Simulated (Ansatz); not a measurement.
**BFGaHS: a ladder of functionals and wavefunction methods**

An exercise on one series of results from a longer session: the logs are not shown, and one member is left open.

Computed with Ansatz 0.2.0, Gaussian basis. Level: functionals in def2-TZVPP, the program's frozen cores in correlated methods.

Plan: LDA (SPW92), PBE-D4, revPBE-D4, BLYP-D4, r2SCAN-D4, B97M-V, PBE0-D4, B3LYP-D4, r2SCANh-D4, r2SCAN0-D4, HSE06-D4, BHLYP-D4, CAM-B3LYP-D4, LC-ωPBE, ωB97X-V, ωB97M-V, B2PLYP, PBE-QIDH; CCSD(T)/def2-SVP; CCSD(T)/def2-TZVPP; MP2/def2-QZVPP; extrapolation to the limit; RPA on PBE.

## Structure used throughout

The geometry comes from an earlier relaxation with PBE0-D4 in a triple-zeta def2 set; it is a stationary point.

SMILES `F[B]1[S][GaH]1`, 5 atoms, charge 0, spin multiplicity 1.

Atoms are counted from 1 here; the program's logs count them from 0.

Bond lengths: F1–B2 1.311 Å, B2–S3 1.760 Å, B2–Ga4 1.998 Å, S3–Ga4 2.359 Å, Ga4–H5 1.548 Å. Angles: F1–B2–S3 134.5°, F1–B2–Ga4 148.0°, S3–B2–Ga4 77.5°, B2–S3–Ga4 55.8°, B2–Ga4–S3 46.7°, B2–Ga4–H5 167.6°, S3–Ga4–H5 120.9°.

The first run:

in.yaml

```yaml
crystal:
  periodic: [false, false, false]
  atoms:
    - {symbol: F, position_ang: [1.020765, -1.629329, 1.247282]}
    - {symbol: B, position_ang: [0.333875, -0.813236, 0.485373]}
    - {symbol: S, position_ang: [-1.110176, -0.973878, -0.507263]}
    - {symbol: Ga, position_ang: [0.119248, 1.025169, -0.266856]}
    - {symbol: H, position_ang: [-0.313713, 2.317673, -0.999835]}
basis:
  gaussian: {orbitals: def2-TZVPP}
hamiltonian: {xc: lda}
output: {orbitals: {seedname: orbitals}}
```

Launch:

```
$ ansatz run in.yaml --threads 2 --pin off --events-out ev --progress --plain --max-ram 4352MiB
```

Among the steps run: LDA; PBE-D4 (GGA); revPBE-D4 (GGA); BLYP-D4 (GGA); r2SCAN-D4 (meta-GGA); B97M-V (meta-GGA); B3LYP-D4 (hybrid); r2SCANh-D4 (hybrid); r2SCAN0-D4 (hybrid); HSE06-D4 (hybrid); BHLYP-D4 (hybrid); CAM-B3LYP-D4 (range-separated); LC-ωPBE (range-separated); ωB97X-V (range-separated); ωB97M-V (range-separated); B2PLYP (double hybrid); PBE-QIDH (double hybrid).

One of the session's tables, all rows but one given; the rest of the session is left out.

It belongs to the step «Orbital energies across the functionals». 

| functional | HOMO (eV) | LUMO (eV) | gap (eV) |
| --- | --- | --- | --- |
| LDA (SPW92) | -5.95 | -3.24 | 2.70 |
| PBE-D4 | -5.78 | -3.00 | 2.78 |
| revPBE-D4 | -5.71 | -2.90 | 2.81 |
| BLYP-D4 | -5.64 | -2.89 | 2.76 |
| r2SCAN-D4 | -5.99 | -2.86 | 3.13 |
| B97M-V | -5.97 | -2.90 | 3.07 |
| PBE0-D4 | -6.77 | -2.24 | 4.53 |
| B3LYP-D4 | -6.60 | -2.45 | 4.15 |
| r2SCANh-D4 | -6.36 | -2.58 | 3.78 |
| r2SCAN0-D4 | -6.91 | -2.16 | 4.75 |
| HSE06-D4 | -6.38 | -2.61 | 3.77 |
| BHLYP-D4 | -7.65 | -1.44 | 6.22 |
| CAM-B3LYP-D4 | ? | ? | ? |
| LC-ωPBE | -9.19 | -0.19 | 9.00 |
| ωB97X-V | -8.89 | -0.27 | 8.61 |
| ωB97M-V | -8.74 | -0.40 | 8.34 |

Q: Estimate the row for CAM-B3LYP-D4 from the others.

**Answer.** HOMO (eV): -7.98; LUMO (eV): -1.27; gap (eV): 6.71. In the column «HOMO (eV)» it lies between ωB97M-V (-8.74) and BHLYP-D4 (-7.65).
